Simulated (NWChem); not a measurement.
# the pair BH3S2···GeF2: a chain of runs

We compute a single-point energy (singlet BGeH3S2F2, B97-D/cc-pVDZ), then the energy (singlet BH3S2, B97-D/cc-pVDZ), then a single-point energy (singlet GeF2, B97-D/cc-pVDZ), then the energy (singlet BH3S2, B97-D/cc-pVDZ), then the energy (singlet GeF2, B97-D/cc-pVDZ) of BF2GeH3S2 and its partners. 

The calculation is run with NWChem 7.3.0.

## (1) The system as given

The species is BGeH3S2F2 (9 atoms), meant as a singlet with charge 0. The two molecules were placed rigidly side by side, at 0.85 times their contact distance; the pair isn't optimised.

Bond lengths: S1–B2 1.783 Å, B2–S3 1.787 Å, F7–Ge8 1.745 Å, Ge8–F9 1.745 Å, S1–H4 1.346 Å, B2–H5 1.190 Å, S3–H6 1.342 Å. Angles: S1–B2–S3 122.5°, F7–Ge8–F9 97.2°, S1–B2–H5 116.2°, S3–B2–H5 121.4°, B2–S1–H4 98.9°, B2–S3–H6 97.3°.

## (2) A single-point energy at B97-D/cc-pVDZ (run 1)

The input, bf2geh3s2.nw:

```
start bf2geh3s2
memory total 2200 mb

geometry units au noautosym nocenter noautoz
S     -1.56265233    -1.12349887    -2.85125657
B      0.15945509    -0.83701639     0.03133166
S      0.61620189     2.12683006     1.58260783
H     -2.17813613     1.32048392    -3.18781679
H      0.99868246    -2.74299416     0.87906280
H      1.96641121     1.25623324     3.54603328
F      9.36038041     3.91689203     0.21142256
Ge     7.72295162     6.47414501     1.49613397
F      5.09230168     4.79291237     2.55685614
end

basis spherical bse
* library cc-pVDZ
end

dft
xc becke97-d
grid fine
convergence energy 1e-08
maxiter 100
mulliken
print low
end

task dft energy
```

Command:

```console
nwchem bf2geh3s2.nw > bf2geh3s2.out
```

What it wrote, cut to the lines that bear on the results:

```text
[...]
 d= 0,ls=0.0,diis     1  -3100.6160776004 -3.62D+03  1.77D-02  1.16D+00    19.1
[...]
 d= 0,ls=0.0,diis    12  -3100.7761947541 -1.29D-09  1.60D-07  9.37D-10   155.1
         Total DFT energy =    -3100.776194754104
      One electron energy =    -5350.822433586505
           Coulomb energy =     1885.769663444564
    Exchange-Corr. energy =     -157.624844899133
 Nuclear repulsion energy =      521.907808601509
    Dispersion correction =       -0.006388314539
[...]
      Total Density - Mulliken Population Analysis
     ---------------------------------------------
    Atom       Charge   Shell Charges
 -----------   ------   -------------------------------------------------------
    1 S   16    16.06   2.00  2.03  0.95  0.80  6.00  2.42  1.79  0.06
    2 B    5     5.09   2.01  0.63  0.31  1.58  0.45  0.11
    3 S   16    16.04   2.00  2.03  0.95  0.80  6.00  2.42  1.77  0.06
    4 H    1     0.92   0.72  0.17  0.03
    5 H    1     1.00   0.76  0.22  0.02
    6 H    1     0.90   0.72  0.15  0.03
    7 F    9     9.33   2.01  0.90  1.03  3.32  2.07  0.00
    8 Ge  32    31.32   2.00  2.00  2.01  1.19  0.68  6.00  6.00  0.87  0.35  9.93  0.28
    9 F    9     9.33   2.01  0.90  1.03  3.32  2.07  0.00
[...]
```

Run time: 2.6 min. Hardware: 1 thread of Intel Xeon Platinum 8488C (Sapphire Rapids), shared host; peak memory 0.12 GiB.

## (3) BH3S2: the energy at B97-D/cc-pVDZ (run 2)

The input, job.nw:

```
START job
memory stack 880 mb heap 220 mb global 1100 mb

GEOMETRY units angstroms noautosym nocenter noautoz
  S       -0.826920      -0.594530      -1.508820
  B        0.084380      -0.442930       0.016580
  S        0.326080       1.125470       0.837480
  H       -1.152620       0.698770      -1.686920
  H        0.528480      -1.451530       0.465180
  H        1.040580       0.664770       1.876480
END

BASIS spherical bse
  * library cc-pVDZ
END

DFT
  xc becke97-d
  grid fine
  convergence energy 1e-08
  iterations 100
  mulliken
  print low
END

TASK dft energy
```

Command:

```console
nwchem job.nw > job.out
```

What it wrote, cut to the lines that bear on the results:

```text
[...]
 d= 0,ls=0.0,diis     1   -823.0584677948 -9.43D+02  1.18D-02  2.76D-01     3.4
[...]
 d= 0,ls=0.0,diis    10   -823.1021775439 -1.98D-09  2.76D-07  3.68D-10    26.2
         Total DFT energy =     -823.102177543891
      One electron energy =    -1373.622712094023
           Coulomb energy =      487.372329459138
    Exchange-Corr. energy =      -56.617087703370
 Nuclear repulsion energy =      119.768723942641
    Dispersion correction =       -0.003431148277
[...]
      Total Density - Mulliken Population Analysis
     ---------------------------------------------
    Atom       Charge   Shell Charges
 -----------   ------   -------------------------------------------------------
    1 S   16    16.05   2.00  2.03  0.95  0.80  6.00  2.42  1.78  0.06
    2 B    5     5.08   2.01  0.63  0.31  1.58  0.44  0.11
    3 S   16    16.06   2.00  2.03  0.95  0.80  6.00  2.42  1.79  0.06
    4 H    1     0.92   0.72  0.17  0.03
    5 H    1     0.99   0.76  0.22  0.02
    6 H    1     0.90   0.72  0.16  0.03
[...]
```

Wall time 27 s (1 thread of Intel Xeon Platinum 8488C (Sapphire Rapids), shared host); peak memory 0.12 GiB.

## (4) GeF2: the energy at B97-D/cc-pVDZ (run 3)

The input, geom.nw:

```
start geom
title "F2Ge"
memory stack 880 mb heap 220 mb global 1100 mb
charge 0
geometry noautosym nocenter noautoz
F      4.953300     2.072730     0.111880
Ge     4.086810     3.425970     0.791720
F      2.694730     2.536300     1.353030
end
basis "ao basis" spherical bse
* library cc-pVDZ
end
dft
xc becke97-d
grid fine
convergence energy 1e-08
maxiter 100
mulliken
print low
end
task dft energy
```

Command:

```console
nwchem geom.nw > geom.out
```

What it wrote, cut to the lines that bear on the results:

```text
[...]
 d= 0,ls=0.0,diis     1  -2277.5557171731 -2.47D+03  3.60D-02  8.95D-01     5.4
[...]
 d= 0,ls=0.0,diis     9  -2277.6742701769 -2.14D-10  1.21D-07  5.09D-11    29.4
         Total DFT energy =    -2277.674270176895
      One electron energy =    -3554.875477443578
           Coulomb energy =     1187.144859574439
    Exchange-Corr. energy =     -101.005612953249
 Nuclear repulsion energy =      191.062635587712
    Dispersion correction =       -0.000674942218
[...]
      Total Density - Mulliken Population Analysis
     ---------------------------------------------
    Atom       Charge   Shell Charges
 -----------   ------   -------------------------------------------------------
    1 F    9     9.34   2.01  0.90  1.03  3.32  2.08  0.00
    2 Ge  32    31.33   2.00  2.00  2.01  1.18  0.68  6.00  6.00  0.87  0.36  9.93  0.29
    3 F    9     9.34   2.01  0.90  1.03  3.32  2.08  0.00
[...]
```

It took 30 s on 1 thread of Intel Xeon Platinum 8488C (Sapphire Rapids), shared host; peak memory 0.11 GiB.

## (5) BH3S2 among ghost functions: a single-point energy at B97-D/cc-pVDZ (with ghost functions) (run 4)

The input, mymol.nw:

```
start mymol
title "BH3S2 energy"
memory total 2200 mb

geometry units au noautosym nocenter noautoz
  S   -1.56265233  -1.12349887  -2.85125657
  B    0.15945509  -0.83701639   0.03133166
  S    0.61620189   2.12683006   1.58260783
  H   -2.17813613   1.32048392  -3.18781679
  H    0.99868246  -2.74299416   0.87906280
  H    1.96641121   1.25623324   3.54603328
  bqF      9.360380     3.916892     0.211423
  bqGe     7.722952     6.474145     1.496134
  bqF      5.092302     4.792912     2.556856
end

basis spherical bse
  S library cc-pVDZ
  B library cc-pVDZ
  H library cc-pVDZ
  bqF library F cc-pVDZ
  bqGe library Ge cc-pVDZ
end

dft
  xc becke97-d
  grid fine
  convergence energy 1e-08
  maxiter 100
  mulliken
  print low
end

task dft energy
```

Command:

```console
nwchem mymol.nw > mymol.out
```

What it wrote, cut to the lines that bear on the results:

```text
[...]
 d= 0,ls=0.0,diis     1   -823.0587884657 -9.43D+02  6.41D-03  2.77D-01    13.8
[...]
 d= 0,ls=0.0,diis    10   -823.1025455849 -1.80D-09  1.51D-07  3.78D-10   125.7
         Total DFT energy =     -823.102545584943
      One electron energy =    -1373.602008925000
           Coulomb energy =      487.349902072849
    Exchange-Corr. energy =      -56.615723009684
 Nuclear repulsion energy =      119.768715426240
    Dispersion correction =       -0.003431149349
[...]
      Total Density - Mulliken Population Analysis
     ---------------------------------------------
    Atom       Charge   Shell Charges
 -----------   ------   -------------------------------------------------------
    1 S   16    16.05   2.00  2.03  0.95  0.80  6.00  2.42  1.78  0.06
    2 B    5     5.08   2.01  0.63  0.31  1.58  0.44  0.11
    3 S   16    16.06   2.00  2.03  0.95  0.81  6.00  2.42  1.78  0.06
    4 H    1     0.92   0.72  0.17  0.03
    5 H    1     0.99   0.76  0.21  0.02
    6 H    1     0.90   0.72  0.15  0.03
    7 X    0    -0.00   0.00  0.00 -0.00  0.00 -0.00 -0.00
    8 X    0     0.01  -0.00 -0.00 -0.00 -0.00  0.00 -0.00 -0.00 -0.00  0.00 -0.00  0.00
    9 X    0    -0.00   0.00  0.00 -0.00 -0.00  0.00 -0.00
[...]
```

Run time: 2.1 min. Hardware: 1 thread of Intel Xeon Platinum 8488C (Sapphire Rapids), shared host; peak memory 0.12 GiB.

## (6) GeF2 among ghost functions: the energy at B97-D/cc-pVDZ (with ghost functions) (run 5)

The input, struct.nw:

```
start struct
title "F2Ge B97-D"
memory 2200 mb
geometry units angstrom noautosym nocenter noautoz
 F        4.953300       2.072730       0.111880
 Ge       4.086810       3.425970       0.791720
 F        2.694730       2.536300       1.353030
 bqS     -0.826920    -0.594530    -1.508820
 bqB      0.084380    -0.442930     0.016580
 bqS      0.326080     1.125470     0.837480
 bqH     -1.152620     0.698770    -1.686920
 bqH      0.528480    -1.451530     0.465180
 bqH      1.040580     0.664770     1.876480
end
basis spherical bse
 F library cc-pVDZ
 Ge library cc-pVDZ
 bqS library S cc-pVDZ
 bqB library B cc-pVDZ
 bqH library H cc-pVDZ
end
dft
 xc becke97-d
 grid fine
 convergence energy 1e-08
 maxiter 100
 mulliken
 print low
end
task dft energy
```

Command:

```console
nwchem struct.nw > struct.out
```

What it wrote, cut to the lines that bear on the results:

```text
[...]
 d= 0,ls=0.0,diis     1  -2277.5586175945 -2.47D+03  1.65D-02  8.92D-01    17.0
[...]
 d= 0,ls=0.0,diis     8  -2277.6771535140 -4.64D-09  1.98D-06  8.66D-08   114.2
         Total DFT energy =    -2277.677153514047
      One electron energy =    -3554.748733456327
           Coulomb energy =     1187.008100883071
    Exchange-Corr. energy =     -100.998481586286
 Nuclear repulsion energy =      191.062635587712
    Dispersion correction =       -0.000674942218
[...]
      Total Density - Mulliken Population Analysis
     ---------------------------------------------
    Atom       Charge   Shell Charges
 -----------   ------   -------------------------------------------------------
    1 F    9     9.33   2.01  0.90  1.03  3.32  2.07  0.00
    2 Ge  32    31.32   2.00  2.00  2.01  1.19  0.68  6.00  6.00  0.87  0.35  9.93  0.28
    3 F    9     9.32   2.01  0.90  1.03  3.32  2.06  0.00
    4 X    0    -0.00  -0.00  0.00 -0.00 -0.00  0.00 -0.00 -0.00 -0.00
    5 X    0     0.00  -0.00 -0.00  0.00 -0.00  0.00 -0.00
    6 X    0     0.01  -0.00 -0.00 -0.00 -0.00 -0.00 -0.00  0.01  0.00
    7 X    0    -0.00   0.00 -0.00 -0.00
    8 X    0     0.00  -0.00  0.00 -0.00
    9 X    0     0.01  -0.00  0.01  0.00
[...]
```

Run time: 1.9 min. Hardware: 1 thread of Intel Xeon Platinum 8488C (Sapphire Rapids), shared host; peak memory 0.12 GiB.

## (7) Outcome

```
                                                                                                                 quantity           value
                                                                                       run 1, B97-D/cc-pVDZ: total energy  -3100.77619 Eh
                                                                                  run 1, B97-D/cc-pVDZ: dispersion energy   -16.77 kJ/mol
                                                                                                      BH3S2: total energy   -823.10218 Eh
                                                                                                 BH3S2: dispersion energy    -9.01 kJ/mol
                                                                                                       GeF2: total energy  -2277.67427 Eh
                                                                                                  GeF2: dispersion energy    -1.77 kJ/mol
                                                                                BH3S2 among ghost functions: total energy   -823.10255 Eh
                                                                           BH3S2 among ghost functions: dispersion energy    -9.01 kJ/mol
                                                                                 GeF2 among ghost functions: total energy  -2277.67715 Eh
                                                                            GeF2 among ghost functions: dispersion energy    -1.77 kJ/mol
              interaction energy of the rigid parts BH3S2 and GeF2 (parts in their own basis; closest atoms 2.55 Å apart)        0.007 eV
interaction energy of the rigid parts BH3S2 and GeF2 (parts in the whole basis, counterpoise; closest atoms 2.55 Å apart)        0.095 eV
```

The interaction energy of the rigid parts BH3S2 and GeF2 (parts in their own basis; closest atoms 2.55 Å apart) is 0.01 eV (0.2 kcal/mol). Without counterpoise this holds the superposition error of the basis. The interaction energy of the rigid parts BH3S2 and GeF2 (parts in the whole basis, counterpoise; closest atoms 2.55 Å apart) is 0.10 eV (2.2 kcal/mol): the parts repel at this shape. The basis-set superposition error is 8.5 kJ/mol. Mulliken charges (run 1, B97-D/cc-pVDZ) run from -0.33 on F7 to +0.68 on Ge8.
